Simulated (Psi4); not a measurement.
# InPH6 (SMILES [PH3+][InH3-]): a chain of runs

Wanted: a geometry optimisation (singlet InPH6, TPSS/def2-SVP), then a single-point energy (doublet [InPH6]+, UTPSS/def2-SVP), then a geometry optimisation (doublet [InPH6]+, UTPSS/def2-SVP) of H6InP. 

Program for the calculation: Psi4 1.11.

## Step 1: The system as given

The species is InPH6 (8 atoms), meant as a singlet with charge 0. As SMILES, `[PH3+][InH3-]`. Geometry: relaxed at PBE0-D4/def2-TZVP. The run starts from this shape.

Bond lengths: P1–In2 2.782 Å, P1–H3 1.411 Å, P1–H4 1.411 Å, P1–H5 1.411 Å, In2–H6 1.731 Å, In2–H7 1.731 Å, In2–H8 1.731 Å. Some angles: P1–In2–H6 95.3°, P1–In2–H7 95.1°, P1–In2–H8 95.2°, In2–P1–H3 119.8°, In2–P1–H4 119.6°, In2–P1–H5 119.7°, H6–In2–H7 119.2°, H6–In2–H8 119.2°, H7–In2–H8 119.2°, H3–P1–H4 97.6°.

## Step 2: A geometry optimisation at TPSS/def2-SVP (density fitting, core potential) (run 1)

calc.py

```python
import psi4

psi4.set_memory('1600 MB')
psi4.set_num_threads(1)
psi4.core.set_output_file('h6inp.out', False)

m = psi4.geometry("""
0 1
P     -0.593300     0.062600    -1.026600
In     0.822000    -0.099900     1.362800
H     -1.997500    -0.077200    -1.021800
H     -0.318900    -0.855700    -2.062100
H     -0.526800     1.240500    -1.800800
H      0.023300     1.240800     2.111900
H      2.376100     0.140700     0.638900
H      0.307400    -1.708800     1.741800
symmetry c1
""")

psi4.set_options({
    'basis': 'def2-SVP',
    'reference': 'rks',
})

e_tot, wfn = psi4.optimize("tpss", molecule=m, return_wfn=True)
print('E =', round(e_tot, 9))
m.save_xyz_file('final.xyz', False)
```

On the command line:

```
$ python calc.py
```

h6inp.out:

```text
[...]
    !!!  WARNING: ECP capability is in beta. Please check occupations closely.  !!!
[...]
  Running in c1 symmetry.
[...]
  Nuclear repulsion =  114.498465873388241
[...]
  Multiplicity = 1
[...]
  Nalpha       = 21
  Nbeta        = 21
[...]
    Number of basis functions: 74
[...]
   @DF-RKS iter   1:  -534.79657218522175   -9.22535e-01   4.70377e-03 ADIIS/DIIS
[...]
    !!!  WARNING: ECP capability is in beta. Please check occupations closely.  !!!
[...]
   @DF-RKS iter   5:  -534.88836692528639   -6.36646e-12   6.25341e-09 DIIS
[...]
  @DF-RKS Final Energy:  -534.88836692528639
   => Energetics <=
    Nuclear Repulsion Energy =            112.5993647482327162
    One-Electron Energy =               -1034.3362649642508586
    Two-Electron Energy =                 428.8871794780110918
    DFT Exchange-Correlation Energy =     -42.0386461872793618
    Empirical Dispersion Energy =           0.0000000000000000
    VV10 Nonlocal Energy =                  0.0000000000000000
    Total Energy =                       -534.8883669252863911
[...]
  -Total Gradient:
     Atom            X                  Y                   Z
    ------   -----------------  -----------------  -----------------
       1       -0.000031756453     0.000012614545    -0.000045655983
       2        0.000001850660    -0.000008491321     0.000001178574
       3        0.000012075900     0.000000829689     0.000015616146
       4        0.000017097299    -0.000003987698     0.000022268441
       5        0.000007248160    -0.000006250719     0.000015231762
       6        0.000004609061    -0.000001515928     0.000006770992
       7       -0.000011563215     0.000001673915    -0.000025101925
       8        0.000008944481     0.000008210504     0.000012312623
[...]
```

On the terminal:

```text
Some dependencies such as QCElemental have not yet finished migration to pydantic v2. If issues are encountered please downgrade pydantic or upgrade QCElemental as appropriate
	Previous geometry is closer to target in internal coordinates, so using that one.

	Best geometry has RMS(Delta(q)) = 1.07e-07

	Energy has increased in a minimization.
	Energy ratio indicates iffy step.
	Intrafrag trust radius decreased to   0.25.
	Previous geometry is closer to target in internal coordinates, so using that one.

	Best geometry has RMS(Delta(q)) = 2.35e-08

Optimizer: Optimization complete!
E = -534.888366925
```

Wall time 80 s (1 thread of AMD EPYC 7R43 (Zen 3), shared host); peak memory 1 GiB.

Steps, from the record of the run:

| step | energy from the first frame kept (eV) | largest force (eV/Å) |
| --- | --- | --- |
| 0 | 0.0000 | 0.2096 |
| 1 | -0.0096 | 0.1049 |
| 2 | -0.0108 | 0.0530 |
| 3 | -0.0112 | 0.0069 |
| 4 | -0.0112 | 0.0029 |

After the run. Bond lengths: P1–In2 2.846 Å, P1–H3 1.421 Å, P1–H4 1.421 Å, P1–H5 1.421 Å, In2–H6 1.744 Å, In2–H7 1.745 Å, In2–H8 1.744 Å. Some angles: P1–In2–H6 94.8°, P1–In2–H7 94.6°, P1–In2–H8 94.8°, In2–P1–H3 119.9°, In2–P1–H4 119.7°, In2–P1–H5 119.8°, H6–In2–H7 119.3°, H6–In2–H8 119.3°, H7–In2–H8 119.3°, H3–P1–H4 97.4°.

## Step 3: The doublet cation: a single-point energy at UTPSS/def2-SVP (density fitting) (run 2)

h6inp.py

```python
import psi4

psi4.set_memory(1600000000)
psi4.set_num_threads(1)
psi4.core.set_output_file('output.dat', False)

molecule = psi4.geometry("""
1 2
P     -1.16794145     0.12303440    -2.02002841
In     1.56736152    -0.19023117     2.59922380
H     -3.83976853    -0.14082428    -2.01398507
H     -0.65141316    -1.62141903    -3.99444639
H     -1.04387715     2.36300236    -3.49493697
H      0.02963091     2.36609585     4.00219238
H      4.51485618     0.27006076     1.19607380
H      0.57326921    -3.25460538     3.29852262
units bohr
symmetry c1
""")

options = {'basis': 'def2-SVP', 'reference': 'uks'}
psi4.set_options(options)

energy_value = psi4.energy('tpss', molecule=molecule)
print(f'tpss energy: {energy_value:.10f} Eh')
```

On the command line:

```
$ python h6inp.py
```

output.dat:

```text
=> Loading Basis Set <=

    Name: DEF2-SVP
    Role: ORBITAL
    Keyword: BASIS

    !!!  WARNING: ECP capability is in beta. Please check occupations closely.  !!!

         ---------------------------------------------------------
                                   SCF
                              UKS Reference
                        1 Threads,   1525 MiB Core
         ---------------------------------------------------------

  ==> Geometry <==

    Molecular point group: c1
    Full point group: C1

[... 157 lines left out ...]
   @DF-UKS iter   6:  -534.51760905230151    3.72828e-03   1.66385e-03 DIIS/ADIIS
[... 9 lines left out ...]
   @DF-UKS iter  16:  -534.51127117900955    2.17911e-02   1.87285e-03 DIIS/ADIIS
[... 9 lines left out ...]
   @DF-UKS iter  26:  -534.51961894748808    1.05695e-02   1.57048e-03 DIIS/ADIIS
[... 9 lines left out ...]
   @DF-UKS iter  36:  -534.51602990781760    4.52753e-03   1.73964e-03 DIIS/ADIIS
   @DF-UKS iter  37:  -534.53418057716442   -1.81507e-02   7.67176e-04 DIIS/ADIIS
```

Wall time 91 s (1 thread of AMD EPYC 7R43 (Zen 3), shared host).

Time ran out before the run finished.

## Step 4: The doublet cation: a geometry optimisation at UTPSS/def2-SVP (density fitting) (run 3)

job.in

```
memory 1600 mb

molecule {
  1 2
  P     -0.618048     0.065107    -1.068953
  In     0.829412    -0.100666     1.375450
  H     -2.031918    -0.074521    -1.065755
  H     -0.344713    -0.858018    -2.113770
  H     -0.552396     1.250447    -1.849441
  H      0.015680     1.252084     2.117869
  H      2.389159     0.142910     0.632935
  H      0.303361    -1.722263     1.745503
  symmetry c1
}

set {
  reference uks
}

energy_value = opt('tpss/def2-SVP')
print_variables()
```

On the command line:

```
$ psi4 -i job.in -o job.out -n 1
```

job.out:

```text
Psi4 1.11 release

gradient() will perform analytic gradient computation.

   => Loading Basis Set <=

    Name: DEF2-SVP
    Role: ORBITAL
    Keyword: BASIS

    !!!  WARNING: ECP capability is in beta. Please check occupations closely.  !!!

         ---------------------------------------------------------
                                   SCF
                              UKS Reference
                        1 Threads,   1525 MiB Core
         ---------------------------------------------------------

  ==> Geometry <==

[... 157 lines left out ...]
   @DF-UKS iter   3:  -534.49448705227735   -2.06693e-01   2.47238e-03 DIIS/ADIIS
[... 5 lines left out ...]
   @DF-UKS iter   9:  -534.53099781042988   -3.79566e-03   9.76373e-04 DIIS/ADIIS
[... 6 lines left out ...]
   @DF-UKS iter  96:  -534.52082294223010   -5.28122e-03   1.53091e-03 DIIS/ADIIS
[... 5 lines left out ...]
PsiException: Could not converge SCF iterations in 100 iterations.
[... 1 line left out ...]
  Failed to converge.
[... 4 lines left out ...]
psi4.driver.p4util.exceptions.SCFConvergenceError: Could not converge SCF iterations in 100 iterations.

Printing out the relevant lines from the Psithon --> Python processed input file:
      H      0.303361    -1.722263     1.745503
      symmetry c1
    """)
    core.IO.set_default_namespace("")
    core.set_global_option("REFERENCE", "uks")
--> energy_value = opt('tpss/def2-SVP')
    print_variables()

!-------------------------------------------------------!
!                                                       !
!  Could not converge SCF iterations in 100 iterations. !
!                                                       !
!-------------------------------------------------------!

    Psi4 run time: 0:03:44.52
```

Wall time 3.8 min (1 thread of AMD EPYC 7R43 (Zen 3), shared host); peak memory 0.98 GiB.

The iterations ended before the threshold was met.

## Step 5: What came out

```
                                     quantity                      value
run 1, TPSS/def2-SVP: total energy at the end              -534.88837 Eh
          run 1, TPSS/def2-SVP: dipole moment                     3.84 D
            run 1, TPSS/def2-SVP: HOMO energy                   -6.54 eV
            run 1, TPSS/def2-SVP: LUMO energy                   -0.88 eV
          run 1, TPSS/def2-SVP: HOMO–LUMO gap                    5.66 eV
                        doublet cation, run 2        no result (timeout)
                        doublet cation, run 3  no result (not converged)
```

In words: The optimisation (run 1, TPSS/def2-SVP) took 5 steps and changed the energy by -0.011 eV. 2 of the 3 runs did not end normally.
